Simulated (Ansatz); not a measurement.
**HfOs: response to strain**

HfOs is deformed so: equal xx and yy strain of -2 %. What stress and forces result, by LAPW, PAW and all-electron datasets made for the crystal?

Computed with Ansatz 0.2.0 (DFT PBEsol, scalar-relativistic, unless a step's input says otherwise).

2 further runs of the same task are left out: 2 set aside as unsound or not needed.

## 1. The structure to begin with

It takes space group Pm-3m (No. 221, cubic). The conventional cell has a = 3.239 Å, b = 3.239 Å, c = 3.239 Å, α = 90.00°, β = 90.00°, γ = 90.00°. Hf (site symmetry m-3m) has 8 Os at 2.81 Å as nearest neighbours. Os (site symmetry m-3m) is surrounded by 8 Hf at 2.81 Å.

As a file:

```
Hf Os
1.0
     3.23900    0.00000    0.00000
     0.00000    3.23900    0.00000
     0.00000    0.00000    3.23900
Hf Os
1 1
Direct
  0.00000 0.00000 0.00000
  0.50000 0.50000 0.50000
```

Atoms are numbered in the order of the input: Hf1, Os2.

## 2. After the deformation

Space group Pm-3m before, P4/mmm after.

## 3. All-electron LAPW

Contents of input.yaml:

```yaml
crystal:
  lattice:
    - [3.17422, 0.0, 0.0]
    - [0.0, 3.17422, 0.0]
    - [0.0, 0.0, 3.239]
  atoms:
    - { symbol: Hf, position: [0.0, 0.0, 0.0] }
    - { symbol: Os, position: [0.5, 0.5, 0.5] }
kpoints:
  mp_grid: { grid: [10, 10, 10] }
  band_path:
    path:
      - [0.0, 0.0, 0.0]
      - [0.0, 0.5, 0.0]
      - [0.5, 0.5, 0.0]
      - [0.0, 0.0, 0.0]
      - [0.0, 0.0, 0.5]
      - [0.0, 0.5, 0.5]
      - [0.5, 0.5, 0.5]
      - [0.0, 0.0, 0.5]
      - [0.0, 0.5, 0.0]
    npoints: 5
scf:
  occupations: { method: fermi_dirac, width: 0.05 }
hamiltonian:
  xc: pbesol
  pseudopotentials: { kind: all_electron, lapw: { basis_error: 0.001 } }
output:
  forces: true
  stress: true
  eigenvalues: true
```

Launch:

```sh
$ ansatz run input.yaml --threads 1 --pin off --max-ram 3072MiB --backend cpu --events-out ev --progress --plain --runs-dir out
```

## 4. PAW with frozen cores

Contents of input.yaml:

```yaml
crystal:
  lattice:
    - [3.17422, 0.0, 0.0]
    - [0.0, 3.17422, 0.0]
    - [0.0, 0.0, 3.239]
  atoms:
    - { symbol: Hf, position: [0.0, 0.0, 0.0] }
    - { symbol: Os, position: [0.5, 0.5, 0.5] }
kpoints:
  mp_grid: { grid: [10, 10, 10] }
scf:
  occupations: { method: fermi_dirac, width: 0.05 }
hamiltonian:
  xc: pbesol
  pseudopotentials: { kind: paw }
output:
  forces: true
  stress: true
  eigenvalues: true
  efg: { contact_densities: true }
  write_density: true
  write_potential: true
  elf: true
  volumetric_format: npy
```

## 5. All-electron PAW on datasets made for the crystal

input.yaml, as its differences from that of step 4:

```diff
@@ -14,3 +14,3 @@
   xc: pbesol
-  pseudopotentials: { kind: paw }
+  pseudopotentials: { kind: all_electron, datasets: crystal }
 output:
@@ -20,5 +20 @@
   efg: { contact_densities: true }
-  write_density: true
-  write_potential: true
-  elf: true
-  volumetric_format: npy
```

(Steps that only read results are left out.)

**Question.** What will these runs give? Wanted: pressure; largest shear or deviatoric stress.

**Answer**, as computed:

```
                                 quantity                                           value
                                 pressure  LAPW 6.32, PAW 6.30, crystal datasets 6.32 GPa
largest shear or deviatoric stress (LAPW)                                        4.27 GPa
```

What this shows: Against the undeformed cell the largest change of stress is +11.99 GPa, in the yy component (others tie with it), with the atoms carried along and not relaxed. PAW: stress within 0.03 GPa of LAPW. Crystal datasets: stress within 0.01 GPa of LAPW. Spin-orbit coupling is left out, though the cell holds Os; in elements this heavy it can shift bands and gaps by tenths of an eV.
